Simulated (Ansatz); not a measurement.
# CH₂FNSi (SMILES NC#[Si]F): single points off equilibrium

One table from this session's results is given with a row withheld; the runs are named, their logs left out.

Program: Ansatz 0.2.0, Gaussian basis. Level of theory: single points in def2-TZVPP. These are calculated values, not measurements.

Correlated methods freeze the cores.

### Starting geometry

SMILES `NC#[Si]F`, 6 atoms, charge 0, spin multiplicity 1.

Atoms are counted from 1 here; the program's logs count them from 0.

Bond lengths: N1–C2 1.269 Å, N1–H5 1.019 Å, N1–H6 0.948 Å, C2–Si3 1.708 Å, Si3–F4 1.684 Å. Angles: C2–N1–H5 119.5°, C2–N1–H6 120.9°, H5–N1–H6 117.1°, N1–C2–Si3 133.6°, C2–Si3–F4 115.1°.

Geometry (Å):

```
N     0.1756    1.1187    0.2577
C    -0.2772   -0.0243   -0.0557
Si    0.4361   -1.5669   -0.2302
F    -0.6405   -2.8165   -0.5676
H     0.4102    1.7846   -0.4771
H     0.0599    1.4649    1.1328
```

Set-up of the first run:

run/in.yaml reads:

```yaml
crystal:
  periodic: [false, false, false]
  atoms:
    - {symbol: N, position_ang: [0.175600, 1.118700, 0.257700]}
    - {symbol: C, position_ang: [-0.277200, -0.024300, -0.055700]}
    - {symbol: Si, position_ang: [0.436100, -1.566900, -0.230200]}
    - {symbol: F, position_ang: [-0.640500, -2.816500, -0.567600]}
    - {symbol: H, position_ang: [0.410200, 1.784600, -0.477100]}
    - {symbol: H, position_ang: [0.059900, 1.464900, 1.132800]}
basis:
  gaussian: {orbitals: def2-TZVPP}
correlation: {method: ccsd_t}
output: {forces: true}
```

The command line of these runs was not kept.

Among the steps run: CCSD(T)/def2-TZVPP; PBE0-D4/def2-TZVPP; wB97M-V/def2-TZVPP; r2SCAN-D4/def2-TZVPP; PBE-D4/def2-TZVPP; BHLYP-D4/def2-TZVPP; LC-wPBE/def2-TZVPP.

One of the session's tables, all rows but one given; the rest of the session is left out.

| method | RMS force component (eV/Å) | angle to CCSD(T) forces (°) | dipole (D) |
| --- | --- | --- | --- |
| CCSD(T) | 1.468 | reference | 5.20 |
| PBE0-D4 | 1.414 | 11.0 | 5.13 |
| wB97M-V | 1.398 | 10.0 | 5.19 |
| r2SCAN-D4 | 1.413 | 7.9 | 5.07 |
| PBE-D4 | 1.416 | 12.0 | 4.99 |
| BHLYP-D4 | 1.431 | 16.5 | 5.22 |
| LC-wPBE | ? | ? | ? |

**Question.** Estimate the row for LC-wPBE.

**Answer.** RMS force component (eV/Å): 1.419; angle to CCSD(T) forces (°): 14.5; dipole (D): 5.29. In the column «RMS force component (eV/Å)» it lies between PBE-D4 (1.416) and BHLYP-D4 (1.431).
